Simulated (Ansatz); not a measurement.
# C3H6AlCl2N: the cost of one run

Method: one geometry, several basis sets; program: Ansatz 0.2.0, Gaussian basis.

The runs, in order: PBE0-D4/def2-SVP; ωB97M-V/def2-SVP; PBE0-D4/def2-QZVPP; ωB97M-V/def2-QZVPP; the functionals' def2-TZVPP values are taken from earlier runs.

**1. The geometry**

All runs share one geometry, relaxed beforehand with PBE0-D4 in a triple-zeta def2 set.

SMILES `CC#[N+][Al-]([CH3])([Cl])[Cl]`, 13 atoms, charge 0, spin multiplicity 1.

Atoms are counted from 1 here; the program's logs count them from 0.

Bond lengths: C1–C2 1.440 Å, C1–H8 1.091 Å, C1–H9 1.091 Å, C1–H10 1.091 Å, C2–N3 1.142 Å, N3–Al4 2.004 Å, Al4–C5 1.942 Å, Al4–Cl6 2.131 Å, Al4–Cl7 2.131 Å, C5–H11 1.094 Å, C5–H12 1.094 Å, C5–H13 1.094 Å. Angles: C2–C1–H8 109.7°, C2–C1–H9 109.4°, C2–C1–H10 109.4°, H8–C1–H9 109.4°, H8–C1–H10 109.4°, H9–C1–H10 109.4°, C1–C2–N3 179.5°, C2–N3–Al4 176.3°, N3–Al4–C5 104.9°, N3–Al4–Cl6 98.7°, N3–Al4–Cl7 98.7°, C5–Al4–Cl6 117.8°, C5–Al4–Cl7 117.8°, Cl6–Al4–Cl7 114.0°, Al4–C5–H11 110.6°, Al4–C5–H12 111.7°, Al4–C5–H13 111.7°, H11–C5–H12 107.2° and more.

**2. PBE0-D4 in def2-SVP**

Contents of in.yaml:

```yaml
crystal:
  periodic: [false, false, false]
  atoms:
    - {symbol: C, position_ang: [1.238420, -0.124107, 2.712376]}
    - {symbol: C, position_ang: [0.673083, 0.120532, 1.410834]}
    - {symbol: N, position_ang: [0.226535, 0.323874, 0.379437]}
    - {symbol: Al, position_ang: [-0.529098, 0.806861, -1.412852]}
    - {symbol: C, position_ang: [-1.137422, -0.874759, -2.169581]}
    - {symbol: Cl, position_ang: [-2.007164, 2.202572, -0.772740]}
    - {symbol: Cl, position_ang: [1.205807, 1.709429, -2.260149]}
    - {symbol: H, position_ang: [1.197992, -1.191063, 2.936848]}
    - {symbol: H, position_ang: [2.277007, 0.210653, 2.725320]}
    - {symbol: H, position_ang: [0.670621, 0.426968, 3.463913]}
    - {symbol: H, position_ang: [-1.568275, -0.716572, -3.162608]}
    - {symbol: H, position_ang: [-1.911082, -1.340661, -1.552115]}
    - {symbol: H, position_ang: [-0.316025, -1.588327, -2.283783]}
basis:
  gaussian: {orbitals: def2-SVP}
hamiltonian: {xc: pbe0, dispersion: d4}
output: {orbitals: {seedname: orbitals}}
```

Run with:

```
$ ansatz run in.yaml --threads 4 --pin off --events-out ev --progress --plain --max-ram 11315MiB
```

**Question.** How long does this run take on 4 threads of Arm Neoverse V2, shared host, and how much memory does it need?

About 3.4 s, with a peak of 0.38 GiB.
